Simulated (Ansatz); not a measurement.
# C2H9NSi2: one species, many methods

The task here is to estimate one member of a computed series from the others.

Computed with Ansatz 0.2.0, Gaussian basis. Level: functionals in def2-TZVPP, the program's frozen cores in correlated methods.

Plan: LDA (SPW92), PBE-D4, revPBE-D4, BLYP-D4, r2SCAN-D4, B97M-V, PBE0-D4, B3LYP-D4, r2SCANh-D4, r2SCAN0-D4, HSE06-D4, BHLYP-D4, CAM-B3LYP-D4, LC-ωPBE, ωB97X-V, ωB97M-V, B2PLYP, PBE-QIDH; CCSD(T)/def2-SVP; CCSD(T)/def2-TZVPP; MP2/def2-QZVPP; extrapolation to the limit; RPA on PBE.

**The relaxed structure**

The geometry comes from an earlier relaxation with PBE0-D4 in a triple-zeta def2 set; it is a stationary point, not always the lowest conformer.

SMILES `C=C[SiH2]N[SiH3]`, 14 atoms, charge 0, spin multiplicity 1.

Atoms are counted from 1 here; the program's logs count them from 0.

Bond lengths: C1–C2 1.331 Å, C1–H6 1.087 Å, C1–H7 1.087 Å, C2–Si3 1.858 Å, C2–H8 1.089 Å, Si3–N4 1.727 Å, Si3–H9 1.486 Å, Si3–H10 1.491 Å, N4–Si5 1.725 Å, N4–H11 1.011 Å, Si5–H12 1.483 Å, Si5–H13 1.489 Å, Si5–H14 1.490 Å. Angles: C2–C1–H6 121.4°, C2–C1–H7 122.5°, H6–C1–H7 116.1°, C1–C2–Si3 122.3°, C1–C2–H8 118.3°, Si3–C2–H8 119.4°, C2–Si3–N4 111.8°, C2–Si3–H9 111.5°, C2–Si3–H10 106.0°, N4–Si3–H9 105.8°, N4–Si3–H10 112.3°, H9–Si3–H10 109.5°, Si3–N4–Si5 129.5°, Si3–N4–H11 115.0°, Si5–N4–H11 115.5°, N4–Si5–H12 107.6°, N4–Si5–H13 111.4°, N4–Si5–H14 112.3° and more.

Coordinates:

```
C    -2.88822   -0.55407   -0.06207
C    -1.74683   -0.11169   -0.58419
Si   -0.09344   -0.77961   -0.06334
N     0.92378    0.45675    0.58417
Si    2.52651    0.90592    0.13273
H    -2.89994   -1.33316    0.69612
H    -3.85773   -0.16728   -0.36475
H    -1.79374    0.67280   -1.33871
H     0.65062   -1.35217   -1.21529
H    -0.37972   -1.85531    0.92922
H     0.52472    0.98009    1.35210
H     2.90766    0.08412   -1.04205
H     2.60571    2.34967   -0.22482
H     3.50752    0.67475    1.22975
```

Set-up of the first run:

File in.yaml:

```yaml
crystal:
  periodic: [false, false, false]
  atoms:
    - {symbol: C, position_ang: [-2.888223, -0.554073, -0.062069]}
    - {symbol: C, position_ang: [-1.746831, -0.111691, -0.584186]}
    - {symbol: Si, position_ang: [-0.093441, -0.779612, -0.063337]}
    - {symbol: N, position_ang: [0.923782, 0.456753, 0.584172]}
    - {symbol: Si, position_ang: [2.526514, 0.905919, 0.132734]}
    - {symbol: H, position_ang: [-2.899942, -1.333158, 0.696124]}
    - {symbol: H, position_ang: [-3.857727, -0.167278, -0.364746]}
    - {symbol: H, position_ang: [-1.793737, 0.672795, -1.338710]}
    - {symbol: H, position_ang: [0.650622, -1.352170, -1.215293]}
    - {symbol: H, position_ang: [-0.379719, -1.855313, 0.929216]}
    - {symbol: H, position_ang: [0.524722, 0.980090, 1.352104]}
    - {symbol: H, position_ang: [2.907658, 0.084117, -1.042049]}
    - {symbol: H, position_ang: [2.605706, 2.349672, -0.224817]}
    - {symbol: H, position_ang: [3.507517, 0.674748, 1.229755]}
basis:
  gaussian: {orbitals: def2-TZVPP}
hamiltonian: {xc: lda}
output: {orbitals: {seedname: orbitals}}
```

The run is started by

```console
ansatz run in.yaml --threads 4 --pin off --events-out ev --progress --plain --max-ram 10444MiB
```

Among the steps run: LDA; PBE-D4 (GGA); revPBE-D4 (GGA); BLYP-D4 (GGA); r2SCAN-D4 (meta-GGA); B97M-V (meta-GGA); B3LYP-D4 (hybrid); r2SCANh-D4 (hybrid); r2SCAN0-D4 (hybrid); HSE06-D4 (hybrid); BHLYP-D4 (hybrid); CAM-B3LYP-D4 (range-separated); LC-ωPBE (range-separated); ωB97X-V (range-separated); ωB97M-V (range-separated); B2PLYP (double hybrid); PBE-QIDH (double hybrid).

One of the session's tables, all rows but one given; the rest of the session is left out.

It belongs to the step «Orbital energies across the functionals». 

```
  functional  HOMO (eV)  gap (eV)
 LDA (SPW92)      -6.21      4.34
      PBE-D4      -6.11      4.48
   revPBE-D4      -6.06      4.53
     BLYP-D4      -5.99      4.52
   r2SCAN-D4      -6.40      4.99
      B97M-V      -6.55      5.11
     PBE0-D4      -7.42      6.78
    B3LYP-D4      -7.20      6.36
  r2SCANh-D4      -6.88      5.84
  r2SCAN0-D4      -7.62      7.11
    HSE06-D4      -7.02      6.00
    BHLYP-D4      -8.64      9.08
CAM-B3LYP-D4      -8.78      9.28
     LC-ωPBE     -10.14     11.79
     ωB97X-V          ?         ?
     ωB97M-V      -9.69     11.03
```

**Question.** Estimate the row for ωB97X-V.

**Answer.** HOMO (eV): -9.80; gap (eV): 11.34. In the column «HOMO (eV)» it lies between LC-ωPBE (-10.14) and ωB97M-V (-9.69).
